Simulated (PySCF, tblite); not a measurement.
# C20H12: electronic excitations, NMR shifts

Wanted: electronic excitations, NMR shifts for C20H12 (`c1cc2cccc3c4cccc5cccc(c(c1)c23)c54`).

Programs: tblite 0.8.0 and PySCF 2.14.0, with routines of our own; each step states its level. All values are computed. Atoms count from 0.

## Step 1: The starting structure

32 atoms, charge 0, multiplicity 1; geometry from: force field, distance geometry or constructed start.

## Step 2: Optimising the geometry with GFN2-xTB

Job settings and geometry (Å):

```
{"job": {"kind": "relax", "xc": "GFN2-xTB", "basis": "xTB"}, "charge": 0, "multiplicity": 1}
C      3.291000    -1.788700    -0.341600
C      3.719200    -0.499000    -0.078200
C      2.804300     0.520400     0.147900
C      3.272800     1.812500     0.409300
C      2.384900     2.845000     0.639900
C      1.011700     2.601500     0.587100
C      0.473500     1.319500     0.318200
C     -0.931000     1.057500     0.272400
C     -1.917000     2.051900     0.483700
C     -3.289000     1.786000     0.433900
C     -3.724500     0.500400     0.161600
C     -2.801600    -0.524700    -0.054600
C     -3.276900    -1.807400    -0.318200
C     -2.383700    -2.846700    -0.546900
C     -1.017200    -2.596900    -0.497200
C     -0.475300    -1.317200    -0.222900
C      0.934800    -1.053000    -0.177600
C      1.918600    -2.057400    -0.392700
C      1.393700     0.262100     0.098900
C     -1.391500    -0.259500    -0.001400
H      4.002200    -2.580500    -0.508400
H      4.790900    -0.305400    -0.034100
H      4.344500     2.016900     0.461500
H      2.750600     3.842300     0.844100
H      0.371300     3.459600     0.772400
H     -1.647400     3.080300     0.701500
H     -4.003800     2.586600     0.601600
H     -4.792400     0.307400     0.127400
H     -4.340500    -2.012000    -0.364600
H     -2.753700    -3.846200    -0.749900
H     -0.367200    -3.456500    -0.680200
H      1.639400    -3.080000    -0.606400
```

Launch:

```console
$ OMP_NUM_THREADS=1 python large_run.py task.json out
```

The driver reads the jobs from task.json and runs them one after another.

Output:

```text
step      E/eV     max force
  0   -1332.27498    1.827
  1   -1332.42569    0.515
  2   -1332.44401    0.205
  3   -1332.45088    0.181
  4   -1332.45776    0.173
  5   -1332.46886    0.218
  6   -1332.47591    0.156
  7   -1332.47904    0.073
  8   -1332.48043    0.052
  9   -1332.48143    0.052
 10   -1332.48223    0.052
 11   -1332.48285    0.042
 12   -1332.48331    0.038
 13   -1332.48366    0.031
 14   -1332.48387    0.025
 15   -1332.48398    0.018
```

Run time: 0.63 s. Hardware: 1 thread of Intel Xeon Platinum 8259CL at 2.50GHz, shared host; peak memory 0.19 GiB.

Relaxation path:

| step | energy from step 0 (eV) | largest force (eV/Å) |
| --- | --- | --- |
| 0 | 0.0000 | 1.8264 |
| 1 | -0.1507 | 0.5146 |
| 2 | -0.1690 | 0.2055 |
| 3 | -0.1759 | 0.1803 |
| 4 | -0.1828 | 0.1735 |
| 5 | -0.1939 | 0.2179 |
| 6 | -0.2009 | 0.1566 |
| 7 | -0.2041 | 0.0727 |
| 8 | -0.2055 | 0.0528 |
| 9 | -0.2065 | 0.0524 |
| 10 | -0.2073 | 0.0522 |
| 11 | -0.2079 | 0.0425 |
| 12 | -0.2083 | 0.0378 |
| 13 | -0.2087 | 0.0312 |
| 14 | -0.2089 | 0.0248 |
| 15 | -0.2090 | 0.0171 |

Close pairs (by a distance rule), those that changed most:

| bond | before (Å) | after (Å) | change (Å) |
| --- | --- | --- | --- |
| C16–C17 | 1.422 | 1.385 | -0.038 |
| C14–C15 | 1.417 | 1.385 | -0.032 |
| C7–C8 | 1.416 | 1.385 | -0.031 |
| C5–C6 | 1.416 | 1.385 | -0.031 |
| C6–C7 | 1.429 | 1.459 | +0.029 |
| C15–C16 | 1.435 | 1.459 | +0.023 |
| C12–C13 | 1.389 | 1.367 | -0.023 |
| C1–C2 | 1.388 | 1.408 | +0.020 |

The final coordinates are the input of the step that follows.

## Step 3: Electronic excitations: TDDFT CAM-B3LYP/6-31G*

Job settings and geometry (Å):

```
{"job": {"kind": "uv", "basis": "6-31G*", "grid": 1, "kgrid": 0, "vcut": 1.5, "nstates": 8, "ntriplets": 3, "tda": false, "delta": ["ip_vertical", "ea_vertical"], "pop": true, "xc": "CAM-B3LYP"}, "charge": 0, "multiplicity": 1}
C      3.260581    -1.787816    -0.341427
C      3.708487    -0.523739    -0.077052
C      2.792494     0.522698     0.145922
C      3.251812     1.825702     0.419749
C      2.360899     2.839673     0.635272
C      0.989452     2.590308     0.587301
C      0.483865     1.328278     0.323821
C     -0.949164     1.060124     0.271920
C     -1.892668     2.051237     0.484410
C     -3.261387     1.788880     0.433305
C     -3.708985     0.524900     0.168793
C     -2.792993    -0.521682    -0.053183
C     -3.252004    -1.824876    -0.325910
C     -2.361292    -2.838763    -0.542114
C     -0.990079    -2.588719    -0.494684
C     -0.484627    -1.326828    -0.230813
C      0.948428    -1.058985    -0.178484
C      1.891777    -2.050243    -0.390934
C      1.396426     0.261935     0.096923
C     -1.397114    -0.260739    -0.003240
H      3.960241    -2.593400    -0.512598
H      4.765334    -0.304326    -0.035342
H      4.316850     2.003458     0.453659
H      2.708923     3.841188     0.844755
H      0.325011     3.420948     0.763425
H     -1.586629     3.063092     0.696084
H     -3.960923     2.594660     0.604393
H     -4.765863     0.306172     0.126012
H     -4.316794    -2.002556    -0.359912
H     -2.709246    -3.840333    -0.750981
H     -0.325427    -3.418958    -0.670839
H      1.585485    -3.062328    -0.601747
```

Method: TDDFT CAM-B3LYP/6-31G*, vertical, gas phase, core orbitals frozen in the response, virtual orbitals cut by energy.

Output:

```text
start: PBE on a coarse grid of 27500 points
cycle   1  E = -768.4677806490  dE =  3.524e+00  |g| = 7.553e-01  |ddm| = 7.671e+00
cycle   2  E = -768.3992444311  dE =  6.854e-02  |g| = 9.165e-01  |ddm| = 2.373e+00
cycle   3  E = -768.6241476104  dE = -2.249e-01  |g| = 2.231e-01  |ddm| = 1.467e+00
cycle   4  E = -768.6346834144  dE = -1.054e-02  |g| = 1.091e-01  |ddm| = 3.882e-01
cycle   5  E = -768.6382975242  dE = -3.614e-03  |g| = 2.077e-02  |ddm| = 1.746e-01
cycle   6  E = -768.6383936357  dE = -9.611e-05  |g| = 8.436e-03  |ddm| = 3.119e-02
final grid: 121052 points
cycle   7  E = -768.9359455265  dE = -1.199e-02  |g| = 3.109e-02  |ddm| = 6.009e-01
cycle   8  E = -768.9364725140  dE = -5.270e-04  |g| = 1.532e-02  |ddm| = 1.093e-01
cycle   9  E = -768.9365447413  dE = -7.223e-05  |g| = 8.795e-03  |ddm| = 3.045e-02
cycle  10  E = -768.9365727823  dE = -2.804e-05  |g| = 3.840e-03  |ddm| = 1.625e-02
cycle  11  E = -768.9365785921  dE = -5.810e-06  |g| = 1.185e-03  |ddm| = 5.820e-03
cycle  12  E = -768.9365776041  dE =  9.881e-07  |g| = 5.749e-04  |ddm| = 2.820e-03
cycle  13  E = -768.9365802356  dE = -2.632e-06  |g| = 2.086e-04  |ddm| = 1.416e-03
cycle  14  E = -768.9365789325  dE =  1.303e-06  |g| = 7.213e-05  |ddm| = 4.548e-04
converged SCF energy = -768.9365789325
Vertical ionisation energy (delta-SCF) = 6.5234 eV   <S^2> = 0.809
Vertical electron affinity (delta-SCF) = 0.3601 eV   <S^2> = 0.801

Static polarisability (au): isotropic 212.936, principal 57.526 257.300 323.983

Singlet excitations
state   eV       nm        f      main configurations
  1   3.2125    385.9   0.44895   H->L 0.98
  2   4.1118    301.5   0.00000   H->L+1 0.60, H-1->L 0.30
  3   4.4219    280.4   0.00401   H-2->L 0.52, H->L+4 0.38
  4   4.4876    276.3   0.00000   H->L+2 0.45, H-4->L 0.24, H-1->L 0.23
  5   4.8927    253.4   0.00000   H->L+2 0.48, H-4->L 0.34, H->L+1 0.12
  6   5.0129    247.3   0.00000   H-3->L 0.50, H->L+3 0.41
  7   5.1473    240.9   0.00000   H-4->L 0.39, H-1->L 0.38, H->L+1 0.18
  8   5.1666    240.0   0.00000   H->L+3 0.52, H-3->L 0.43

Triplet excitations (Tamm-Dancoff, eV): 1.8961 3.3572 3.4396
```

It took 2.5 min on 1 thread of Intel Xeon Platinum 8259CL at 2.50GHz, shared host; peak memory 0.63 GiB.

Frontier orbitals and where they lie:

| orbital | eV | atoms |
| --- | --- | --- |
| HOMO−4 | -8.28 | C19 10 %, C18 10 %, C3 7 % |
| HOMO−3 | -8.25 | C7 9 %, C16 9 %, C1 9 % |
| HOMO−2 | -8.11 | C11 9 %, C2 9 %, C19 9 % |
| HOMO−1 | -7.97 | C18 10 %, C19 10 %, C2 9 % |
| HOMO | -6.05 | C1 9 %, C3 9 %, C10 9 % |
| LUMO | -0.83 | C10 9 %, C3 9 %, C1 9 % |
| LUMO+1 | 0.88 | C2 9 %, C11 9 %, C18 8 % |
| LUMO+2 | 1.23 | C18 10 %, C19 10 %, C16 7 % |
| LUMO+3 | 1.43 | C6 8 %, C7 8 %, C15 8 % |

With each of the 8 states as a Gaussian band of 0.4 eV half-width at 1/e, the curve within the window shown has maxima at 386 nm (ε 18,000) L/(mol cm). Beyond the last state computed it falls off for lack of states. The curve at chosen wavelengths:

| nm | ε (L/mol/cm) |
| --- | --- |
| 227 | 0 |
| 237 | 3 |
| 247 | 17 |
| 257 | 58 |
| 267 | 118 |
| 276 | 158 |
| 286 | 162 |
| 296 | 162 |
| 306 | 286 |
| 316 | 790 |
| 326 | 2034 |
| 336 | 4321 |
| 346 | 7625 |
| 355 | 11061 |
| 365 | 14638 |
| 375 | 17171 |
| 385 | 18168 |
| 395 | 17597 |
| 405 | 15803 |
| 415 | 13303 |
| 425 | 10596 |
| 434 | 8290 |
| 444 | 6073 |
| 454 | 4297 |
| 464 | 2952 |
| 474 | 1978 |

Ground-state properties from the same run:

| property | computed |
| --- | --- |
| dipole moment (D) | 0.00 |
| polarisability (Å³) | 31.55 |
| HOMO–LUMO gap (eV) | 5.22 |
| −ε(HOMO) (eV) | 6.05 |

## Step 4: NMR shifts: GIAO PBE/pcSseg-1

Settings changed since step 3:

```diff
@@ -1,2 +1,2 @@
-{"job": {"kind": "uv", "basis": "6-31G*", "grid": 1, "kgrid": 0, "vcut": 1.5, "nstates": 8, "ntriplets": 3, "tda": false, "delta": ["ip_vertical", "ea_vertical"], "pop": true, "xc": "CAM-B3LYP"}, "charge": 0, "multiplicity": 1}
+{"job": {"kind": "nmr", "basis": "pcSseg-1", "pop": false, "xc": "PBE"}, "charge": 0, "multiplicity": 1}
 C      3.260581    -1.787816    -0.341427
```

Method: GIAO PBE/pcSseg-1 NMR shielding, non-relativistic, gas phase.

Output:

```text
start: PBE on a coarse grid of 27500 points
cycle   1  E = -768.0154277281  dE =  3.504e+00  |g| = 7.398e-01  |ddm| = 8.736e+00
cycle   2  E = -767.9347912643  dE =  8.064e-02  |g| = 9.312e-01  |ddm| = 3.853e+00
cycle   3  E = -768.1650706518  dE = -2.303e-01  |g| = 1.932e-01  |ddm| = 2.368e+00
cycle   4  E = -768.1714448013  dE = -6.374e-03  |g| = 1.135e-01  |ddm| = 3.502e-01
cycle   5  E = -768.1752976986  dE = -3.853e-03  |g| = 1.985e-02  |ddm| = 2.408e-01
cycle   6  E = -768.1753817041  dE = -8.401e-05  |g| = 8.466e-03  |ddm| = 2.991e-02
final grid: 256979 points
cycle   7  E = -768.3379169320  dE = -6.261e-05  |g| = 2.301e-02  |ddm| = 2.890e-01
cycle   8  E = -768.3376554325  dE =  2.615e-04  |g| = 3.935e-02  |ddm| = 1.162e-01
cycle   9  E = -768.3380380761  dE = -3.826e-04  |g| = 8.455e-03  |ddm| = 7.232e-02
cycle  10  E = -768.3380562413  dE = -1.817e-05  |g| = 2.963e-03  |ddm| = 1.263e-02
cycle  11  E = -768.3380594691  dE = -3.228e-06  |g| = 5.647e-04  |ddm| = 4.652e-03
cycle  12  E = -768.3380578359  dE =  1.633e-06  |g| = 1.820e-04  |ddm| = 1.660e-03
cycle  13  E = -768.3380586151  dE = -7.792e-07  |g| = 4.536e-05  |ddm| = 3.580e-04
converged SCF energy = -768.3380586151

GIAO shielding tensors (ppm)
atom      isotropic    diamagn.    paramagn.     s11        s22        s33       span
  0 C       52.340     253.578    -201.238    -53.404     41.709    168.716    222.119
  1 C       50.052     248.297    -198.244    -43.676     42.876    150.957    194.633
  2 C       45.369     252.151    -206.782    -24.350    -20.716    181.174    205.525
  3 C       50.061     248.294    -198.232    -43.665     42.875    150.974    194.640
  4 C       52.316     253.674    -201.358    -53.404     41.697    168.656    222.060
  5 C       59.726     246.341    -186.615    -35.684     44.097    170.764    206.448
  6 C       48.712     249.399    -200.688    -34.709     14.812    166.032    200.741
  7 C       48.735     249.663    -200.928    -34.676     14.840    166.040    200.716
  8 C       59.732     246.477    -186.745    -35.703     44.116    170.785    206.488
  9 C       52.345     253.602    -201.257    -53.414     41.746    168.704    222.119
 10 C       50.085     248.247    -198.162    -43.621     42.877    150.998    194.619
 11 C       45.412     252.163    -206.751    -24.279    -20.683    181.197    205.476
 12 C       50.094     248.323    -198.228    -43.625     42.868    151.039    194.664
 13 C       52.343     253.687    -201.345    -53.402     41.744    168.686    222.087
 14 C       59.746     246.451    -186.705    -35.656     44.085    170.810    206.466
 15 C       48.734     249.434    -200.700    -34.689     14.839    166.051    200.741
 16 C       48.721     249.707    -200.987    -34.674     14.807    166.030    200.704
 17 C       59.743     246.554    -186.812    -35.674     44.128    170.774    206.448
 18 C       53.224     246.984    -193.761    -11.505    -10.595    181.771    193.276
 19 C       53.255     246.999    -193.744    -11.487    -10.562    181.813    193.300
 20 H       23.944      28.363      -4.419     19.938     24.915     26.979      7.041
 21 H       23.962      31.218      -7.256     19.769     24.262     27.855      8.086
 22 H       23.960      31.216      -7.256     19.768     24.263     27.850      8.082
 23 H       23.943      28.346      -4.403     19.933     24.916     26.979      7.046
 24 H       23.187      36.722     -13.535     16.816     23.714     29.031     12.215
 25 H       23.188      36.730     -13.543     16.816     23.712     29.035     12.219
 26 H       23.943      28.342      -4.399     19.936     24.915     26.979      7.043
 27 H       23.964      31.206      -7.241     19.769     24.268     27.856      8.087
 28 H       23.965      31.238      -7.273     19.770     24.268     27.857      8.087
 29 H       23.943      28.390      -4.446     19.937     24.914     26.979      7.043
 30 H       23.189      36.740     -13.550     16.814     23.717     29.038     12.224
 31 H       23.185      36.733     -13.548     16.810     23.712     29.033     12.222
```

It took 55 s on 1 thread of Intel Xeon Platinum 8259CL at 2.50GHz, shared host; peak memory 0.64 GiB.

Shifts follow as δ = σ(reference) − σ, with reference shieldings (ppm) from runs at the same level and on the same kind of geometry: ¹H TMS 31.64, ¹³C TMS 182.6. The references are single molecules in the gas phase. Atoms listed in one row are averaged.

| atoms | environment | σ (ppm) | δ (ppm) |
| --- | --- | --- | --- |
| C2, C11 | ring-fusion aromatic carbon | 45.4 | 137.2 |
| C6, C7, C15, C16 | ring-fusion aromatic carbon | 48.7 | 133.9 |
| C1, C3, C10, C12 | aromatic CH | 50.1 | 132.6 |
| C0, C4, C9, C13 | aromatic CH | 52.3 | 130.3 |
| C18, C19 | ring-fusion aromatic carbon | 53.2 | 129.4 |
| C5, C8, C14, C17 | aromatic CH | 59.7 | 122.9 |
| H24, H25, H30, H31 | hydrogen on an aromatic CH | 23.19 | 8.45 |
| H20, H23, H26, H29 | hydrogen on an aromatic CH | 23.94 | 7.70 |
| H21, H22, H27, H28 | hydrogen on an aromatic CH | 23.96 | 7.68 |

Ring of atoms C0, C1, C2, C16, C17, C18: NICS(0) -5.1, NICS(1) -8.7, NICS(1)zz -19.7 ppm (means of both faces).

Ring of atoms C6, C7, C15, C16, C18, C19: NICS(0) 8.0, NICS(1) 1.7, NICS(1)zz 13.2 ppm (means of both faces).

## Step 5: Results

| quantity | value |
| --- | --- |
| lowest singlet (CAM-B3LYP/6-31G*) | 3.21 eV (386 nm), f = 0.449 |
| lowest triplet | 1.90 eV |
| ¹³C shifts against TMS (PBE/pcSseg-1, means over atoms taken as alike) | 137.2, 133.9, 132.6, 130.3, 129.4, 122.9 ppm |
| ¹H shifts against TMS (PBE/pcSseg-1, means over atoms taken as alike) | 8.45, 7.70, 7.68 ppm |

The first singlet state (HOMO→LUMO 0.98) lies at 3.21 eV and is bright. The lowest triplet lies 1.32 eV below the lowest singlet (triplets in Tamm-Dancoff, singlets in full TDDFT). At PBE/pcSseg-1: The widest tensor belongs to C0, C4, C9, C13: span 222 ppm, with a paramagnetic part of -201 ppm. NICS(1)zz of -20 ppm above the planar ring from C0 marks a diatropic (aromatic) ring current.
